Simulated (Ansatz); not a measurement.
# CH6FNO2Zr: one species, many methods

Aim: compute CH6FNO2Zr with functionals from several rungs and with coupled cluster. The comparison is of orbital energies and run times, and the correlation energy is taken apart.

Program: Ansatz 0.2.0, Gaussian basis. Level of theory: functionals in def2-TZVPP, the program's frozen cores in correlated methods. These are calculated values, not measurements.

Levels to be run: PBE-D4, r2SCAN-D4, PBE0-D4, B3LYP-D4, ωB97X-V, ωB97M-V, B2PLYP; CCSD(T)/def2-TZVPP; MP2/def2-QZVPP; extrapolation to the limit.

## Step 1: Structure used throughout

The geometry comes from an earlier relaxation with PBE0-D4 in a triple-zeta def2 set; it is a stationary point, not always the lowest conformer. Zr takes the def2 core potential; no spin-orbit term is included.

SMILES `C[O][Zr]([NH2])([OH])[F]`, 12 atoms, charge 0, spin multiplicity 1.

Atoms are counted from 1 here; the program's logs count them from 0.

Bond lengths: C1–O2 1.389 Å, C1–H7 1.095 Å, C1–H8 1.095 Å, C1–H9 1.095 Å, O2–Zr3 1.912 Å, Zr3–N4 2.038 Å, Zr3–O5 1.925 Å, Zr3–F6 1.930 Å, N4–H10 1.011 Å, N4–H11 1.010 Å, O5–H12 0.952 Å. Angles: O2–C1–H7 110.5°, O2–C1–H8 110.5°, O2–C1–H9 110.7°, H7–C1–H8 108.4°, H7–C1–H9 108.3°, H8–C1–H9 108.4°, C1–O2–Zr3 177.6°, O2–Zr3–N4 108.0°, O2–Zr3–O5 115.2°, O2–Zr3–F6 106.7°, N4–Zr3–O5 107.0°, N4–Zr3–F6 110.0°, O5–Zr3–F6 110.0°, Zr3–N4–H10 124.9°, Zr3–N4–H11 126.4°, H10–N4–H11 108.7°, Zr3–O5–H12 162.2°.

## Step 2: PBE-D4 (GGA)

Input file in.yaml:

```yaml
crystal:
  periodic: [false, false, false]
  atoms:
    - {symbol: C, position_ang: [0.899479, -1.128802, -1.865513]}
    - {symbol: O, position_ang: [0.195088, -0.466563, -0.868575]}
    - {symbol: Zr, position_ang: [-0.807344, 0.374079, 0.526181]}
    - {symbol: N, position_ang: [0.352919, 1.838282, 1.340307]}
    - {symbol: O, position_ang: [-1.338701, -0.787440, 1.966965]}
    - {symbol: F, position_ang: [-2.366347, 1.153345, -0.301694]}
    - {symbol: H, position_ang: [1.942516, -0.795406, -1.884261]}
    - {symbol: H, position_ang: [0.455213, -0.929045, -2.846226]}
    - {symbol: H, position_ang: [0.887914, -2.210603, -1.695181]}
    - {symbol: H, position_ang: [0.392943, 2.063738, 2.324527]}
    - {symbol: H, position_ang: [0.988070, 2.446625, 0.842861]}
    - {symbol: H, position_ang: [-1.601751, -1.558202, 2.460599]}
basis:
  gaussian: {orbitals: def2-TZVPP}
hamiltonian: {xc: pbe, dispersion: d4}
output: {forces: true, orbitals: {seedname: orbitals}}
```

Command:

```sh
$ ansatz run in.yaml --threads 2 --pin off --events-out ev --progress --plain --max-ram 22528MiB --backend cuda --devices 0, --max-vram 18GiB
```

The program printed, shortened:

```text
Functional definition: PBE
  name "PBE"
  cite "Perdew, Burke & Ernzerhof, Phys. Rev. Lett. 77, 3865 (1996) doi:10.1103/PhysRevLett.77.3865"
  parent pbe
[...]
1459 factors; their error is unknown
[...]
mean field -10717.64418224 eV, -393.8661590173 hartree, gradient 4.5e-5 eV, S^2 0.000000; 0 other end points of the search recorded, 0 dependent functions left out
[...]
reference -10717.64426758 eV, -393.8661621532 hartree; 28, 28 occupied and 267, 267 virtual orbitals, 1459 factors
Total energy: -10717.87243615 eV, -393.8745471936 hartree
Atom 0 at     0.899479    -1.128802    -1.865513 Å, force     0.074146    -0.083731    -0.118446 eV/Å
Atom 1 at     0.195088    -0.466563    -0.868575 Å, force    -0.038693     0.085849     0.077317 eV/Å
Atom 2 at    -0.807344     0.374079     0.526181 Å, force    -0.013087    -0.013312     0.033794 eV/Å
Atom 3 at     0.352919     1.838282     1.340307 Å, force    -0.075378    -0.093748    -0.065971 eV/Å
Atom 4 at    -1.338701    -0.787440     1.966965 Å, force     0.037182     0.206453     0.044118 eV/Å
Atom 5 at    -2.366347     1.153345    -0.301694 Å, force    -0.268566     0.142526    -0.148302 eV/Å
Atom 6 at     1.942516    -0.795406    -1.884261 Å, force     0.237990     0.061811    -0.021326 eV/Å
Atom 7 at     0.455213    -0.929045    -2.846226 Å, force    -0.080817     0.029257    -0.231322 eV/Å
Atom 8 at     0.887914    -2.210603    -1.695181 Å, force     0.010999    -0.244383     0.016804 eV/Å
Atom 9 at     0.392943     2.063738     2.324527 Å, force     0.026541     0.090994     0.338012 eV/Å
Atom 10 at     0.988070     2.446625     0.842861 Å, force     0.221215     0.218403    -0.154932 eV/Å
Atom 11 at    -1.601751    -1.558202     2.460599 Å, force    -0.131533    -0.400119     0.230253 eV/Å
Dipole moment:     0.421568    -0.339943     0.121767 e Å
```

Run time: 3.4 s. Hardware: 1 × H100 (card shared with other runs) with 2 threads of AMD EPYC 7R13, shared host; peak host memory 0.86 GiB.

HOMO -5.78 eV, LUMO -0.88 eV.

## Step 3: r2SCAN-D4 (meta-GGA)

Changes to in.yaml since step 2:

```diff
@@ -17,3 +17,3 @@
   gaussian: {orbitals: def2-TZVPP}
-hamiltonian: {xc: pbe, dispersion: d4}
+hamiltonian: {xc: r2scan, dispersion: d4}
 output: {forces: true, orbitals: {seedname: orbitals}}
```

The command is unchanged.

The program printed, shortened:

```text
Functional definition: r2SCAN
  name "r2SCAN"
  cite "Furness, Kaplan, Ning, Perdew & Sun, J. Phys. Chem. Lett. 11, 8208 (2020) doi:10.1021/acs.jpclett.0c02405"
  cite "Furness, Kaplan, Ning, Perdew & Sun, J. Phys. Chem. Lett. 11, 9248 (2020) doi:10.1021/acs.jpclett.0c03077"
  parent r2scan
[...]
1459 factors; their error is unknown
[...]
mean field -10723.56803892 eV, -394.0838567348 hartree, gradient 2.5e-5 eV, S^2 0.000000; 0 other end points of the search recorded, 0 dependent functions left out
[...]
reference -10723.56806731 eV, -394.0838577780 hartree; 28, 28 occupied and 267, 267 virtual orbitals, 1459 factors
Total energy: -10723.62803006 eV, -394.0860613685 hartree
Atom 0 at     0.899479    -1.128802    -1.865513 Å, force     0.139508    -0.139004    -0.208002 eV/Å
Atom 1 at     0.195088    -0.466563    -0.868575 Å, force    -0.025719     0.048656     0.041638 eV/Å
Atom 2 at    -0.807344     0.374079     0.526181 Å, force    -0.083307     0.039639    -0.005021 eV/Å
Atom 3 at     0.352919     1.838282     1.340307 Å, force     0.039529     0.048207     0.023500 eV/Å
Atom 4 at    -1.338701    -0.787440     1.966965 Å, force    -0.039378    -0.051219     0.133589 eV/Å
Atom 5 at    -2.366347     1.153345    -0.301694 Å, force    -0.071815     0.035640    -0.041245 eV/Å
Atom 6 at     1.942516    -0.795406    -1.884261 Å, force    -0.005115    -0.001637    -0.001178 eV/Å
Atom 7 at     0.455213    -0.929045    -2.846226 Å, force     0.006578    -0.004640     0.003858 eV/Å
Atom 8 at     0.887914    -2.210603    -1.695181 Å, force     0.001099     0.006279    -0.003917 eV/Å
Atom 9 at     0.392943     2.063738     2.324527 Å, force     0.022714     0.031428     0.030260 eV/Å
Atom 10 at     0.988070     2.446625     0.842861 Å, force     0.028704     0.034387     0.012531 eV/Å
Atom 11 at    -1.601751    -1.558202     2.460599 Å, force    -0.012798    -0.047738     0.013988 eV/Å
Dipole moment:     0.425667    -0.344476     0.125593 e Å
```

It took 3.8 s on 1 × H100 (card shared with other runs) with 2 threads of AMD EPYC 7R13, shared host; peak host memory 0.89 GiB.

HOMO -6.07 eV, LUMO -0.57 eV.

## Step 4: PBE0-D4 (hybrid)

Changes to in.yaml since step 3:

```diff
@@ -17,3 +17,3 @@
   gaussian: {orbitals: def2-TZVPP}
-hamiltonian: {xc: r2scan, dispersion: d4}
-output: {forces: true, orbitals: {seedname: orbitals}}
+hamiltonian: {xc: pbe0, dispersion: d4}
+output: {orbitals: {seedname: orbitals}}
```

Launched as before.

The program printed:

```text
Functional definition: PBE0
  name "PBE0"
  cite "Adamo & Barone, J. Chem. Phys. 110, 6158 (1999) doi:10.1063/1.478522"
  cite "Perdew, Burke & Ernzerhof, Phys. Rev. Lett. 77, 3865 (1996) doi:10.1103/PhysRevLett.77.3865"
  parent pbe
  parameter a = 0.25
  parameter kappa = 0.804
  parameter beta = 0.06672455060314922
  exchange = (1 - a)*pbe_x(kappa = kappa, mu = beta*pi^2/3) + a*exact_x
  correlation = pbe_c(beta = beta)
1537 factors; their error is unknown
mean field evaluation 1: about -10697.3452 eV, gradient 1.1e2 eV
mean field evaluation 2: about -10630.7266 eV, gradient 2.1e2 eV
mean field evaluation 4: about -10716.7093 eV, gradient 1.1e1 eV
mean field evaluation 8: about -10716.9274 eV, gradient 9.1e-2 eV
mean field evaluation 16: about -10716.9719 eV, gradient 1.0e-4 eV
mean field -10716.97194750 eV, -393.8414548462 hartree, gradient 3.0e-5 eV, S^2 0.000000; 0 other end points of the search recorded, 0 dependent functions left out
reference -10716.97200866 eV, -393.8414570935 hartree; 28, 28 occupied and 267, 267 virtual orbitals, 1537 factors
Total energy: -10717.16815002 eV, -393.8486651558 hartree
```

Wall time 3.7 s (1 × H100 (card shared with other runs) with 2 threads of AMD EPYC 7R13, shared host); peak host memory 0.89 GiB.

HOMO -7.20 eV, LUMO -0.20 eV.

## Step 5: B3LYP-D4 (hybrid)

B3LYP here takes the VWN-RPA correlation.

Changes to in.yaml since step 4:

```diff
@@ -17,3 +17,3 @@
   gaussian: {orbitals: def2-TZVPP}
-hamiltonian: {xc: pbe0, dispersion: d4}
-output: {orbitals: {seedname: orbitals}}
+hamiltonian: {xc: {name: B3LYP}, dispersion: d4}
+output: {forces: true, orbitals: {seedname: orbitals}}
```

The command is unchanged.

The program printed, shortened:

```text
Functional definition: B3LYP
  name "B3LYP"
  cite "Stephens, Devlin, Chabalowski & Frisch, J. Phys. Chem. 98, 11623 (1994) doi:10.1021/j100096a001"
  cite "Becke, Phys. Rev. A 38, 3098 (1988) doi:10.1103/PhysRevA.38.3098"
  cite "Lee, Yang & Parr, Phys. Rev. B 37, 785 (1988) doi:10.1103/PhysRevB.37.785"
  cite "Vosko, Wilk & Nusair, Can. J. Phys. 58, 1200 (1980) doi:10.1139/p80-159"
[...]
1493 factors; their error is unknown
[...]
mean field -10728.17073853 eV, -394.2530028257 hartree, gradient 4.1e-5 eV, S^2 0.000000; 0 other end points of the search recorded, 0 dependent functions left out
[...]
reference -10728.17110825 eV, -394.2530164128 hartree; 28, 28 occupied and 267, 267 virtual orbitals, 1493 factors
Total energy: -10728.53505929 eV, -394.2663913668 hartree
Atom 0 at     0.899479    -1.128802    -1.865513 Å, force     0.174650    -0.165831    -0.254908 eV/Å
[...]
Atom 2 at    -0.807344     0.374079     0.526181 Å, force    -0.010974     0.016318    -0.009973 eV/Å
Atom 3 at     0.352919     1.838282     1.340307 Å, force     0.125320     0.147100     0.083102 eV/Å
Atom 4 at    -1.338701    -0.787440     1.966965 Å, force    -0.069462    -0.142208     0.210060 eV/Å
Atom 5 at    -2.366347     1.153345    -0.301694 Å, force    -0.219576     0.109810    -0.115910 eV/Å
Atom 6 at     1.942516    -0.795406    -1.884261 Å, force    -0.043672    -0.019798    -0.006845 eV/Å
Atom 7 at     0.455213    -0.929045    -2.846226 Å, force     0.028942    -0.017101     0.038343 eV/Å
Atom 8 at     0.887914    -2.210603    -1.695181 Å, force     0.005444     0.046794    -0.016457 eV/Å
Atom 9 at     0.392943     2.063738     2.324527 Å, force     0.014604     0.023590     0.015136 eV/Å
Atom 10 at     0.988070     2.446625     0.842861 Å, force     0.014361     0.019774     0.012063 eV/Å
Atom 11 at    -1.601751    -1.558202     2.460599 Å, force    -0.014254    -0.042166     0.025101 eV/Å
Dipole moment:     0.434034    -0.350302     0.125578 e Å
```

Run time: 3.1 s. Hardware: 1 × H100 (card shared with other runs) with 2 threads of AMD EPYC 7R13, shared host; peak host memory 0.91 GiB.

HOMO -6.96 eV, LUMO -0.49 eV.

## Step 6: ωB97X-V (range-separated)

Changes to in.yaml since step 5:

```diff
@@ -17,3 +17,3 @@
   gaussian: {orbitals: def2-TZVPP}
-hamiltonian: {xc: {name: B3LYP}, dispersion: d4}
-output: {forces: true, orbitals: {seedname: orbitals}}
+hamiltonian: {xc: {name: wB97X-V}}
+output: {orbitals: {seedname: orbitals}}
```

The command is unchanged.

The program printed, shortened:

```text
Functional definition: wB97X-V
  name "wB97X-V"
  cite "Mardirossian & Head-Gordon, Phys. Chem. Chem. Phys. 16, 9904 (2014) doi:10.1039/C3CP54374A"
  cite "Becke, J. Chem. Phys. 107, 8554 (1997) doi:10.1063/1.475007"
  cite "Vydrov & Van Voorhis, J. Chem. Phys. 133, 244103 (2010) doi:10.1063/1.3521275"
[...]
      + integral(e_c_pw_opposite_spin*poly(b97_u_opposite, cos0, cos1)) + vv10(b, c)
1490 factors; their error is unknown
364 factors; integrals over basis functions are off by at most 1.2e-5 eV
[...]
mean field -10723.47365718 eV, -394.0803882698 hartree, gradient 4.5e-5 eV, S^2 0.000000; 0 other end points of the search recorded, 0 dependent functions left out
reference -10723.47365335 eV, -394.0803881292 hartree; 28, 28 occupied and 267, 267 virtual orbitals, 1490 factors
Total energy: -10723.47365335 eV, -394.0803881292 hartree
```

It took 4.3 s on 1 × H100 (card shared with other runs) with 2 threads of AMD EPYC 7R13, shared host; peak host memory 0.97 GiB.

HOMO -9.66 eV, LUMO 1.27 eV.

## Step 7: ωB97M-V (range-separated)

Changes to in.yaml since step 6:

```diff
@@ -17,3 +17,3 @@
   gaussian: {orbitals: def2-TZVPP}
-hamiltonian: {xc: {name: wB97X-V}}
-output: {orbitals: {seedname: orbitals}}
+hamiltonian: {xc: {name: wB97M-V}}
+output: {forces: true, orbitals: {seedname: orbitals}}
```

The command is unchanged.

The program printed, shortened:

```text
Functional definition: wB97M-V
  name "wB97M-V"
  cite "Mardirossian & Head-Gordon, J. Chem. Phys. 144, 214110 (2016) doi:10.1063/1.4952647"
  cite "Becke, J. Chem. Phys. 107, 8554 (1997) doi:10.1063/1.475007"
  cite "Vydrov & Van Voorhis, J. Chem. Phys. 133, 244103 (2010) doi:10.1063/1.3521275"
  # Of w^i u^j: cxij and so on, Table III.
[...]
  gx(w, u) = 1 - cx + cx01*u + cx10*w
  gss(w, u) = css00 + css04*u^4 + css10*w + css20*w^2 + css43*w^4*u^3
  gos(w, u) = cos00 + cos10*w + (cos20 + cos21*u)*w^2 + (cos60 + cos61*u)*w^6
[...]
      + integral(e_c_pw_mod_opposite_spin*gos(b97_w_opposite, b97_u_opposite)) + vv10(b, c)
1477 factors; their error is unknown
364 factors; integrals over basis functions are off by at most 1.2e-5 eV
[...]
Atom 2 at    -0.807344     0.374079     0.526181 Å, force    -0.037954     0.054633    -0.028855 eV/Å
Atom 3 at     0.352919     1.838282     1.340307 Å, force     0.063457     0.067135     0.042282 eV/Å
Atom 4 at    -1.338701    -0.787440     1.966965 Å, force    -0.052374    -0.121682     0.109697 eV/Å
Atom 5 at    -2.366347     1.153345    -0.301694 Å, force    -0.057496     0.016977    -0.025294 eV/Å
Atom 6 at     1.942516    -0.795406    -1.884261 Å, force    -0.099610    -0.033838    -0.001174 eV/Å
Atom 7 at     0.455213    -0.929045    -2.846226 Å, force     0.047564    -0.023965     0.091968 eV/Å
Atom 8 at     0.887914    -2.210603    -1.695181 Å, force     0.002298     0.103976    -0.019485 eV/Å
Atom 9 at     0.392943     2.063738     2.324527 Å, force     0.016488     0.018867    -0.024213 eV/Å
Atom 10 at     0.988070     2.446625     0.842861 Å, force    -0.009434    -0.002315     0.038428 eV/Å
Atom 11 at    -1.601751    -1.558202     2.460599 Å, force     0.011452     0.035230    -0.012343 eV/Å
Dipole moment:     0.420240    -0.352335     0.129039 e Å
```

It took 3.7 s on 1 × H100 (card shared with other runs) with 2 threads of AMD EPYC 7R13, shared host; peak host memory 0.99 GiB.

HOMO -9.57 eV, LUMO 0.70 eV.

## Step 8: B2PLYP (double hybrid)

Changes to in.yaml since step 7:

```diff
@@ -17,3 +17,2 @@
   gaussian: {orbitals: def2-TZVPP}
-hamiltonian: {xc: {name: wB97M-V}}
-output: {forces: true, orbitals: {seedname: orbitals}}
+hamiltonian: {xc: {name: B2PLYP}}
```

Launched as before.

The program printed, shortened:

```text
Functional definition: B2PLYP
  name "B2PLYP"
  cite "Grimme, J. Chem. Phys. 124, 034108 (2006) doi:10.1063/1.2148954"
  cite "Becke, Phys. Rev. A 38, 3098 (1988) doi:10.1103/PhysRevA.38.3098"
  cite "Lee, Yang & Parr, Phys. Rev. B 37, 785 (1988) doi:10.1103/PhysRevB.37.785"
[...]
1832 factors; integrals over basis functions are off by at most 1.2e-3 eV
[...]
mean field -10705.94502838 eV, -393.4362230428 hartree, gradient 8.5e-6 eV, S^2 0.000000; 0 other end points of the search recorded, 0 dependent functions left out
5 core orbitals not correlated: weight in the atoms' cores, before any rotation towards them, 1.000 or more for the frozen orbitals, at most 0.000 for the correlated occupied ones
reference -10705.94525498 eV, -393.4362313701 hartree; 23, 23 occupied and 267, 267 virtual orbitals, 1832 factors
second order -48.54161749 eV of doubles, -0.00000000 eV of singles
Total energy: -10719.05149170 eV, -393.9178766859 hartree
```

Run time: 2.7 s. Hardware: 1 × H100 (card shared with other runs) with 2 threads of AMD EPYC 7R13, shared host; peak host memory 1.3 GiB.

## Step 9: Orbital energies across the functionals

Dipoles come from the runs that computed forces. Levels, from each run's orbital file:

| functional | HOMO (eV) | LUMO (eV) | gap (eV) | dipole (D) | time |
| --- | --- | --- | --- | --- | --- |
| PBE-D4 | -5.78 | -0.88 | 4.90 | 2.67 | 3.4 s |
| r2SCAN-D4 | -6.07 | -0.57 | 5.50 | 2.70 | 3.8 s |
| PBE0-D4 | -7.20 | -0.20 | 7.00 |  | 3.7 s |
| B3LYP-D4 | -6.96 | -0.49 | 6.47 | 2.75 | 3.1 s |
| ωB97X-V | -9.66 | 1.27 | 10.93 |  | 4.3 s |
| ωB97M-V | -9.57 | 0.70 | 10.28 | 2.71 | 3.7 s |

## Step 10: CCSD(T) in def2-TZVPP

Changes to in.yaml since step 8:

```diff
@@ -17,2 +17,2 @@
   gaussian: {orbitals: def2-TZVPP}
-hamiltonian: {xc: {name: B2PLYP}}
+correlation: {method: ccsd_t}
```

Same command.

The program printed, shortened:

```text
Functional definition: HF
  name "HF"
  cite "Fock, Z. Phys. 61, 126 (1930) doi:10.1007/BF01340294"
  parent pbe
[...]
1832 factors; integrals over basis functions are off by at most 1.2e-3 eV
[...]
mean field -10664.67409782 eV, -391.9195443190 hartree, gradient 1.7e-6 eV, S^2 0.000000; 0 other end points of the search recorded, 0 dependent functions left out
5 core orbitals not correlated: weight in the atoms' cores, before any rotation towards them, 1.000 or more for the frozen orbitals, at most 0.000 for the correlated occupied ones
reference -10664.67409782 eV, -391.9195443190 hartree; 23, 23 occupied and 267, 267 virtual orbitals, 1832 factors
second order -40.11779205 eV of doubles, -0.00000000 eV of singles
cycle   1  -39.29962318 eV  change    8.2e-1 eV  update   1.7e-1
[...]
cycle  11  -40.48698182 eV  change    4.3e-5 eV  update   1.1e-5
perturbative correction -1.58296744 eV, -0.0581729804 hartree
Total energy: -10706.74404707 eV, -393.4655864382 hartree
```

Run time: 9 s. Hardware: 1 × H100 (card shared with other runs) with 2 threads of AMD EPYC 7R13, shared host; peak host memory 0.88 GiB.

## Step 11: MP2 in def2-QZVPP

Changes to in.yaml since step 10:

```diff
@@ -16,3 +16,3 @@
 basis:
-  gaussian: {orbitals: def2-TZVPP}
-correlation: {method: ccsd_t}
+  gaussian: {orbitals: "def2-QZVPP.json"}
+correlation: {method: mp2}
```

Launched as before.

The program printed:

```text
Functional definition: HF
  name "HF"
  cite "Fock, Z. Phys. 61, 126 (1930) doi:10.1007/BF01340294"
  parent pbe
  exchange = exact_x
  correlation = 0
3338 factors; integrals over basis functions are off by at most 9.1e-4 eV
mean field evaluation 1: about -10655.7332 eV, gradient 7.4e1 eV
mean field evaluation 2: about -10655.8628 eV, gradient 7.4e1 eV
mean field evaluation 4: about -10665.1724 eV, gradient 4.2e0 eV
mean field evaluation 8: about -10665.2459 eV, gradient 4.6e-1 eV
mean field -10665.24667176 eV, -391.9405860235 hartree, gradient 3.6e-6 eV, S^2 0.000000; 0 other end points of the search recorded, 0 dependent functions left out
5 core orbitals not correlated: weight in the atoms' cores, before any rotation towards them, 1.000 or more for the frozen orbitals, at most 0.000 for the correlated occupied ones
reference -10665.24667176 eV, -391.9405860235 hartree; 23, 23 occupied and 518, 518 virtual orbitals, 3338 factors
second order -43.97903539 eV of doubles, -0.00000000 eV of singles
Total energy: -10709.22570715 eV, -393.5567857640 hartree
```

It took 4.8 s on 1 × H100 (card shared with other runs) with 2 threads of AMD EPYC 7R13, shared host; peak host memory 1.1 GiB.

The pieces so far (eV):

| basis | HF | MP2 correlation | CCSD correlation | (T) | total |
| --- | --- | --- | --- | --- | --- |
| def2-TZVPP | -10664.6741 | -40.1178 | -40.4870 | -1.5830 | -10706.7440 |
| def2-QZVPP | -10665.2467 | -43.9790 |  |  | -10709.2257 (MP2) |

The report of the def2-TZVPP run gives T1 = 0.0162.

## Step 12: From triple and quadruple zeta to the limit

No new run: Hartree-Fock is extrapolated as exp(−7.88√X) and correlation as X^−2.97, with X = 3 and 4; only MP2 was run in the larger set, so CCSD(T) minus MP2 is added from the smaller one.

| level | energy at the limit (eV) |
| --- | --- |
| HF | -10665.3255 |
| MP2 | -10712.1648 |
| CCSD | -10712.5339 |
| CCSD(T) | -10714.1169 |

## Step 13: What came out

```
                               quantity                                 value
 CCSD(T) correlation energy, def2-TZVPP                            -42.070 eV
              gap, smallest and largest  4.90 eV (PBE-D4), 10.93 eV (ωB97X-V)
                          T1 diagnostic                                0.0162
triples share of the correlation energy                                 3.8 %
```

In def2-TZVPP MP2 gives 95 % of the CCSD(T) correlation energy. The gap grows from 4.9 to 10.9 eV across the functionals, mostly with the share of exact exchange. Correlated methods include outer-core shells of Zr, which these sets cover unevenly.
